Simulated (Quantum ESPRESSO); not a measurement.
# Ni in Quantum ESPRESSO: work function with optB86b-vdW

Aim: the work function of Ni with optB86b-vdW.

Everything below comes from runs of Quantum ESPRESSO 7.5. Logs are shortened: lines on timing, memory, paths and dates and some standing lists are left out, and cuts for length are marked.

### Step 1. Starting point

The cell holds a slab with vacuum, 7 atoms: a = 2.500 Å, b = 2.500 Å, c = 25.608 Å, α = 90.00°, β = 90.00°, γ = 90.00°.

### Step 2. Work function, optB86b-vdW, collinear spin, ferromagnetic start

The input, pw.in:

```
&CONTROL
  calculation = 'scf'
  prefix = 'pwscf'
  outdir = './tmp'
  pseudo_dir = './pseudo'
  tprnfor = .true.
  disk_io = 'low'
/
&SYSTEM
  ibrav = 0
  celldm(1) = 8
  nat = 7
  ntyp = 1
  ecutwfc = 40
  ecutrho = 200
  nbnd = 83
  input_dft = 'vdw-df-ob86'
  occupations = 'smearing'
  smearing = 'mv'
  degauss = 0.00999582
  nspin = 2
  starting_magnetization(1) = 0.0556
/
&ELECTRONS
  conv_thr = 7d-09
  electron_maxstep = 150
  mixing_beta = 0.3
  mixing_mode = 'local-TF'
  tqr = .true.
/
ATOMIC_SPECIES
Ni    58.6934 ni_pbe_v1.4.uspp.F.UPF
CELL_PARAMETERS alat
  0.5906005625533   0.0000000000000   0.0000000000000
  0.0000000000000   0.5906005625533   0.0000000000000
  0.0000000000000   0.0000000000000   6.0489424601974
ATOMIC_POSITIONS crystal
Ni     0.5000000000    0.5000000000    0.2928806570
Ni     0.0000000000    0.0000000000    0.3619204380
Ni     0.5000000000    0.5000000000    0.4309602190
Ni     0.0000000000    0.0000000000    0.5000000000
Ni     0.5000000000    0.5000000000    0.5690397810
Ni     0.0000000000    0.0000000000    0.6380795620
Ni     0.5000000000    0.5000000000    0.7071193430
K_POINTS automatic
11 11 1 0 0 0
```

The input, pp_density.in:

```
&INPUTPP
  prefix = 'pwscf'
  outdir = './tmp'
  filplot = 'density.dat'
  plot_num = 0
/
&PLOT
  nfile = 1
  filepp(1) = 'density.dat'
  iflag = 3
  output_format = 6
  fileout = 'density.cube'
/
```

The input, pp_potential.in:

```
&INPUTPP
  prefix = 'pwscf'
  outdir = './tmp'
  filplot = 'potential.dat'
  plot_num = 11
/
&PLOT
  nfile = 1
  filepp(1) = 'potential.dat'
  iflag = 3
  output_format = 6
  fileout = 'potential.cube'
/
```

The input, pp_spin.in:

```
&INPUTPP
  prefix = 'pwscf'
  outdir = './tmp'
  filplot = 'spin.dat'
  plot_num = 6
/
&PLOT
  nfile = 1
  filepp(1) = 'spin.dat'
  iflag = 3
  output_format = 6
  fileout = 'spin.cube'
/
```

Potentials or basis: GBRV 1.5 PBE.

Launch:

```
$ OMP_NUM_THREADS=1 mpirun -n 2 pw.x -nk 2 -in pw.in > pw.out
$ OMP_NUM_THREADS=1 mpirun -n 1 pp.x -in pp_density.in > pp_density.out
$ OMP_NUM_THREADS=1 mpirun -n 1 pp.x -in pp_potential.in > pp_potential.out
$ OMP_NUM_THREADS=1 mpirun -n 1 pp.x -in pp_spin.in > pp_spin.out
```

pw.out:

```text
This program is part of the open-source Quantum ESPRESSO suite
     for quantum simulation of materials; please cite
         "P. Giannozzi et al., J. Phys.:Condens. Matter 21 395502 (2009);
         "P. Giannozzi et al., J. Phys.:Condens. Matter 29 465901 (2017);
         "P. Giannozzi et al., J. Chem. Phys. 152 154105 (2020);
     in publications or presentations arising from this work. More details at

     IMPORTANT: XC functional enforced from input :
     Exchange-correlation= VDW-DF-OB86
                           (   1   4  24   0   1   0   0)
     Any further DFT definition will be discarded
     Please, verify this is what you really want

     Message from routine setup:
     using ibrav=0 with symmetry is DISCOURAGED, use correct ibrav instead

     K-points division:     npool     =       2
     Subspace diagonalization in iterative solution of the eigenvalue problem:
     a serial algorithm will be used

     G-vector sticks info
     --------------------
     sticks:   dense  smooth     PW     G-vecs:    dense   smooth      PW
     Sum         357     293     97                51621    37071    6791

     Using Slab Decomposition

     bravais-lattice index     =            0
     lattice parameter (alat)  =       8.0000  a.u.
     unit-cell volume          =    1080.2820 (a.u.)^3
     number of atoms/cell      =            7
     number of atomic types    =            1
     number of electrons       =       126.00
     number of Kohn-Sham states=           83
     kinetic-energy cutoff     =      40.0000  Ry
     charge density cutoff     =     200.0000  Ry
     scf convergence threshold =      7.0E-09
     mixing beta               =       0.3000
     number of iterations used =            8  local-TF  mixing
     Exchange-correlation= VDW-DF-OB86
                           (   1   4  24   0   1   0   0)

     celldm(1)=   8.000000  celldm(2)=   0.000000  celldm(3)=   0.000000
     celldm(4)=   0.000000  celldm(5)=   0.000000  celldm(6)=   0.000000

     crystal axes: (cart. coord. in units of alat)
               a(1) = (   0.590601   0.000000   0.000000 )
               a(2) = (   0.000000   0.590601   0.000000 )
               a(3) = (   0.000000   0.000000   6.048942 )

     reciprocal axes: (cart. coord. in units 2 pi/alat)
               b(1) = (  1.693192  0.000000  0.000000 )
               b(2) = (  0.000000  1.693192  0.000000 )
               b(3) = (  0.000000  0.000000  0.165318 )

     PseudoPot. # 1 for Ni read from file:
     ni_pbe_v1.4.uspp.F.UPF
     Pseudo is Ultrasoft + core correction, Zval = 18.0
     Generated by new atomic code, or converted to UPF format
     Using radial grid of  865 points,  6 beta functions with:
                l(1) =   0
                l(2) =   0
                l(3) =   1
                l(4) =   1
                l(5) =   2
                l(6) =   2
     Q(r) pseudized with 10 coefficients,  rinner =    0.980   0.980   0.980
                                                       0.980   0.980

     atomic species   valence    mass     pseudopotential
     Ni               18.00    58.69340     Ni( 1.00)

     Starting magnetic structure
     atomic species   magnetization
     Ni              0.056

     16 Sym. Ops., with inversion, found

   Cartesian axes

     site n.     atom                  positions (alat units)
         1        Ni     tau(   1) = (   0.2953003   0.2953003   1.7716182  )
         2        Ni     tau(   2) = (   0.0000000   0.0000000   2.1892359  )
         3        Ni     tau(   3) = (   0.2953003   0.2953003   2.6068536  )
         4        Ni     tau(   4) = (   0.0000000   0.0000000   3.0244712  )
         5        Ni     tau(   5) = (   0.2953003   0.2953003   3.4420889  )
         6        Ni     tau(   6) = (   0.0000000   0.0000000   3.8597066  )
         7        Ni     tau(   7) = (   0.2953003   0.2953003   4.2773242  )

     number of k points=    21  Marzari-Vanderbilt smearing, width (Ry)=  0.0100
[... 41 lines left out ...]
     negative rho (up, down):  1.504E-03 1.346E-03

     %%%%%%%%%%%%%%%%%%%%%%%%%%%%%%%%%%%%%%%%%%%%%%%%%%%%%%%%%%%%%%%%%%%%%%%%
     %                                                                      %
     % You are using vdW-DF, which was implemented by the Thonhauser group. %
     % Please cite the following two papers that made this development      %
     % possible and the two reviews that describe the various versions:     %
     %                                                                      %
     %   T. Thonhauser et al., PRL 115, 136402 (2015).                      %
     %   T. Thonhauser et al., PRB 76, 125112 (2007).                       %
     %   K. Berland et al., Rep. Prog. Phys. 78, 066501 (2015).             %
     %   D.C. Langreth et al., J. Phys.: Condens. Matter 21, 084203 (2009). %
     %                                                                      %
     % If you are calculating stress with vdW-DF, please also cite:         %
     %                                                                      %
     %   R. Sabatini et al., J. Phys.: Condens. Matter 24, 424209 (2012).   %
     %   C.M. Frostenson et al., Electr. Struct. 4, 014001 (2022).          %
     %                                                                      %
     %%%%%%%%%%%%%%%%%%%%%%%%%%%%%%%%%%%%%%%%%%%%%%%%%%%%%%%%%%%%%%%%%%%%%%%%

     %%%%%%%%%%%%%%%%%%%%%%%%%%%%%%%%%%%%%%%%%%%%%%%%%%%%%%%%%%%%%%%%%%%%%%%%
     %                                                                      %
     %  vdW-DF NEWS:                                                        %
     %                                                                      %
     %  * vdW-DF3 is now available. DOI: 10.1021/acs.jctc.0c00471           %
     %    use with input_dft = 'vdW-DF3-opt1' or 'vdW-DF3-opt2'             %
     %                                                                      %
     %  * Unscreened and range-separated hybrid vdW-DF-cx functionals       %
     %    DOI: 10.1063/1.4986522 and 10.1088/1361-648X/ac2ad2               %
     %    use with input_dft = 'vdW-DF-cx0'    and 'vdW-DF-ahcx'            %
     %  * Unscreened and range-separated hybrid vdW-DF2-b86r functionals    %
     %    DOI: 10.1063/1.4986522 and DOI: 10.1103/PhysRevX.12.041003        %
     %    use with input_dft = 'vdW-DF2-br0' and 'vdW-DF2-ahbr'             %
     %                                                                      %
     %%%%%%%%%%%%%%%%%%%%%%%%%%%%%%%%%%%%%%%%%%%%%%%%%%%%%%%%%%%%%%%%%%%%%%%%

     Starting wfcs are   91 randomized atomic wfcs

     Self-consistent Calculation

     iteration #  1     ecut=    40.00 Ry     beta= 0.30
     Davidson diagonalization with overlap
     ethr =  1.00E-02,  avg # of iterations =  9.8

     negative rho (up, down):  2.163E-01 2.157E-01
[... 317 lines left out ...]
     iteration # 28     ecut=    40.00 Ry     beta= 0.30
     Davidson diagonalization with overlap
     ethr =  6.01E-12,  avg # of iterations =  1.7

     negative rho (up, down):  3.509E-04 5.106E-04

     Magnetic moment per site  (integrated on atomic sphere of radius R)
     atom   1 (R=0.244)  charge= 16.6151  magn=  0.7615
     atom   2 (R=0.244)  charge= 16.7146  magn=  0.6726
     atom   3 (R=0.244)  charge= 16.7200  magn=  0.6544
     atom   4 (R=0.244)  charge= 16.7218  magn=  0.6330
     atom   5 (R=0.244)  charge= 16.7200  magn=  0.6544
     atom   6 (R=0.244)  charge= 16.7146  magn=  0.6726
     atom   7 (R=0.244)  charge= 16.6151  magn=  0.7615

     End of self-consistent calculation

 ------ SPIN UP ------------

          k = 0.0000 0.0000 0.0000 (  4637 PWs)   bands (ev):

   -97.8213 -97.8209 -97.7935 -97.7885 -97.7504 -97.4841 -97.4841 -58.3062
   -58.2925 -58.2241 -58.1923 -58.1685 -58.1685 -58.1650 -58.1650 -58.1364
   -58.1364 -58.1175 -58.1175 -58.1101 -58.0882 -58.0882 -57.9075 -57.9075
   -57.9075 -57.9075 -57.7616 -57.7615  -2.9545  -2.2717  -1.2247  -0.0051
     0.9578   1.2666   1.3135   1.7004   1.9084   2.2252   2.5813   2.9204
     3.1710   3.3162   3.4827   3.4827   3.6797   3.6797   3.9439   4.0289
     4.0289   4.1014   4.2939   4.3022   4.4269   4.4406   4.4406   4.5782
     4.6623   4.8110   4.8527   4.8527   4.9679   5.1156   5.1461   5.1461
     5.2018   5.2461   5.3230   5.3230   5.4281   6.7897   7.7565   9.7880
    10.2828  11.3086  12.8843  14.3411  16.4147  16.4519  19.3931  19.5900
    20.6835  20.6835  21.6145
[... 269 lines left out ...]
   -97.7963 -97.7962 -97.7719 -97.7719 -97.7353 -97.4639 -97.4639 -58.2787
   -58.2784 -58.2712 -58.2705 -58.2413 -58.2350 -58.2316 -58.2291 -58.2122
   -58.2057 -58.2055 -58.2024 -58.1683 -58.1681 -58.1349 -58.0011 -58.0011
   -58.0011 -58.0010 -57.7468 -57.7468   1.3154   1.3666   1.6189   1.7086
     1.7839   1.7915   1.9615   2.0311   2.0319   2.2606   2.3585   2.4559
     2.4777   3.0294   3.0611   3.7192   3.7533   4.4366   4.4596   4.5040
     4.5925   4.7926   4.8647   5.0024   5.0780   5.0938   5.1159   5.1381
     5.1692   5.2448   5.2451   5.2589   5.2626   5.4361   5.4531   8.1318
     8.9940   9.2546  10.1322  10.6520  11.6370  12.1963  13.3675  13.8310
    14.9417  15.1197  15.2524  15.6016  15.6687  15.7017  16.0039  16.4358
    16.5934  16.9378  17.2252

 ------ SPIN DOWN ----------

          k = 0.0000 0.0000 0.0000 (  4637 PWs)   bands (ev):

   -96.9107 -96.9041 -96.8905 -96.8824 -96.8725 -96.4656 -96.4656 -57.4278
   -57.3999 -57.3431 -57.3036 -57.3036 -57.2983 -57.2878 -57.2878 -57.2669
   -57.2669 -57.2495 -57.2473 -57.2473 -57.2337 -57.2337 -56.8983 -56.8983
   -56.8983 -56.8983 -56.8258 -56.8258  -2.9840  -2.2997  -1.2447   0.0118
     1.1130   1.6122   1.6161   2.2802   2.5080   2.8502   3.2495   3.6148
     3.8838   4.0255   4.2369   4.2369   4.4710   4.4710   4.5143   4.6575
     4.7501   4.8301   4.8301   4.9558   5.0854   5.2698   5.2722   5.2722
     5.3863   5.5593   5.5758   5.7097   5.7097   5.7223   5.8837   6.0511
     6.0511   6.0607   6.0677   6.2080   6.2080   6.8040   7.7365   9.7547
    10.2765  11.3120  12.8699  14.4023  16.4280  16.6034  19.4126  19.6692
    20.7095  20.7095  21.6627
[... 269 lines left out ...]
   -96.8732 -96.8731 -96.8707 -96.8707 -96.8659 -96.4446 -96.4445 -57.4211
   -57.4206 -57.3995 -57.3985 -57.3721 -57.3678 -57.3446 -57.3377 -57.3301
   -57.3257 -57.3206 -57.3201 -57.3158 -57.3131 -57.2995 -56.9970 -56.9970
   -56.9970 -56.9969 -56.8102 -56.8101   1.7144   1.7732   2.0601   2.1476
     2.3978   2.3990   2.4205   2.6546   2.6698   2.8211   2.9115   3.0857
     3.1124   3.6732   3.7100   4.3849   4.4237   5.1639   5.1726   5.1968
     5.2501   5.4884   5.5547   5.7404   5.7849   5.8596   5.9029   5.9390
     5.9699   6.0582   6.0614   6.0623   6.0862   6.3280   6.3528   8.2338
     9.0828   9.4273  10.2662  10.8500  11.7933  12.3839  13.5224  13.9900
    15.2287  15.3640  15.3915  15.7512  15.9104  15.9543  16.2447  16.6126
    16.8001  17.0527  17.3317

     the Fermi energy is     5.8254 ev

!    total energy              =   -2402.19488152 Ry
     estimated scf accuracy    <          6.5E-09 Ry
     smearing contrib. (-TS)   =      -0.00015338 Ry
     internal energy E=F+TS    =   -2402.19472813 Ry

     The total energy is F=E-TS. E is the sum of the following terms:
     one-electron contribution =  -20869.68766154 Ry
     hartree contribution      =   10459.75190959 Ry
     xc contribution           =    -247.69458449 Ry
     ewald contribution        =    8255.43560831 Ry

     total magnetization       =     4.50 Bohr mag/cell
     absolute magnetization    =     5.23 Bohr mag/cell

     convergence has been achieved in  28 iterations

     negative rho (up, down):  3.509E-04 5.106E-04

     Forces acting on atoms (cartesian axes, Ry/au):

     atom    1 type  1   force =     0.00000000    0.00000000    0.02628012
     atom    2 type  1   force =     0.00000000    0.00000000   -0.01196140
     atom    3 type  1   force =     0.00000000    0.00000000    0.00176374
     atom    4 type  1   force =     0.00000000    0.00000000    0.00000000
     atom    5 type  1   force =     0.00000000    0.00000000   -0.00176374
     atom    6 type  1   force =     0.00000000    0.00000000    0.01196140
     atom    7 type  1   force =     0.00000000    0.00000000   -0.02628012

     Total force =     0.040910     Total SCF correction =     0.000845

=------------------------------------------------------------------------------=
   JOB DONE.
=------------------------------------------------------------------------------=
```

Wall time 9.3 min (2 MPI ranks of Arm Neoverse V2, shared host); peak memory 0.7 GiB.

Results:

- Free energy: -32683.5264 eV
- Largest force: 0.676 eV/Å
- Band gap on the k mesh: none (metal or under the smearing width)
- Net moment: 4.50 μB per cell
- Absolute moment: 5.23 μB per cell
- Site moments: Ni +0.76, +0.67, +0.65, +0.63 μB
- Valence electrons inside the program's atomic spheres: Ni 16.62, 16.71, 16.72
- Work function of the upper face: 5.14 eV
- Work function of the lower face: 5.14 eV

Forces on the atoms (eV/Å):
```
Ni   0.000  0.000  0.676
Ni   0.000  0.000 -0.308
Ni   0.000  0.000  0.045
Ni   0.000  0.000  0.000
Ni   0.000  0.000 -0.045
Ni   0.000  0.000  0.308
Ni   0.000  0.000 -0.676
```

Levels at points of the mesh, in eV from the Fermi level:
Spin up:
| k point | band 63 | band 64 | band 65 | band 66 | band 67 | band 68 | band 69 | band 70 |
| --- | --- | --- | --- | --- | --- | --- | --- | --- |
| (0.00, 0.00, 0.00) | -0.68 | -0.68 | -0.62 | -0.58 | -0.50 | -0.50 | -0.40 | 0.96 |
Spin down:
| k point | band 60 | band 61 | band 62 | band 63 | band 64 | band 65 |
| --- | --- | --- | --- | --- | --- | --- |
| (0.00, 0.00, 0.00) | -0.12 | -0.12 | -0.10 | 0.06 | 0.23 | 0.23 |

Caveat: the potentials were made for another functional, which shifts forces and pressure; real space augmentation costs some meV and hundredths of eV per Å.
